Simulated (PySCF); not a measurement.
**AsO₂: structure of the doublet**

The task is one start of a wider search on AsO₂: the doublet, from a bent start. It is relaxed, tested by its Hessian and followed downhill if it is a saddle.

The runs use PySCF 2.14.0; PBE0, basis As def2-TZVP, O def2-TZVP, no relativity, density fitting.

### 1 The starting structure

3 atoms, charge 0, spin multiplicity 2.

Bond lengths: As1–O2 1.710 Å, As1–O3 1.710 Å. Angles: O2–As1–O3 110.0°.

Z-matrix (Å, degrees; charge 0 multiplicity 2):
```
As
O  1 1.7100
O  1 1.7100 2 110.00
```

### 2 Finding the electronic state

One driver script runs all steps and calls PySCF; scf.py shows how it sets up the SCF of each step. The optimiser is the driver's own. After this first run the driver tries any further starts and a stability analysis.

scf.py reads:

```python
from pyscf import gto, scf, dft
mol = gto.M(atom='''
As     0.000000     0.000000     0.000000
O      1.400700     0.000000     0.980800
O     -1.400700     0.000000     0.980800''',
    basis={'As': 'def2-TZVP', 'O': 'def2-TZVP'},
    charge=0, spin=1)
mf = dft.UKS(mol, xc='PBE0')
mf.grids.atom_grid = (50, 194)
aux = {'As': 'def2-universal-JKFIT', 'O': 'def2-universal-JKFIT'}
mf = mf.density_fit(auxbasis=aux)
mf.conv_tol = 1e-08
mf.diis_space = 10
mf.max_cycle = 60
mf.init_guess = 'minao'
mf.verbose = 4
mf.kernel()
```

Started as:

```sh
OMP_NUM_THREADS=2 python axn.py task.json out
```

The runs that follow: Relaxation: bent start, doublet; Hessian and properties.

Q: Predict the outcome of this session. Wanted: minimum; geometry; wavenumbers; dipole moment; highest occupied, lowest empty level; polar-tensor charge of As1; zero-point energy; atomisation energy; ⟨S²⟩.

**Answer**, as computed:

| quantity | value |
| --- | --- |
| minimum | doublet, C2v |
| geometry | As–O 1.626 Å (×2); O–As–O 126.4° |
| wavenumbers (cm⁻¹) | 282 (a1), 894 (b2), 917 (a1) |
| dipole moment | 2.10 D |
| highest occupied, lowest empty level (either spin) | -8.96, -5.29 eV |
| polar-tensor charge of As1 | +0.65 e |
| zero-point energy | 12.5 kJ/mol |
| entropy at 298.15 K | 269.2 J/(mol K) |
| atomisation energy (no zero-point energy) | 827 kJ/mol |
| ⟨S²⟩ | 0.761 |

In words: The bent start keeps its C2v symmetry and ends in a minimum. The strongest infrared band lies at 282 cm⁻¹ (a1, bend). Only this shape and spin were tried, so other structures or states may lie lower.
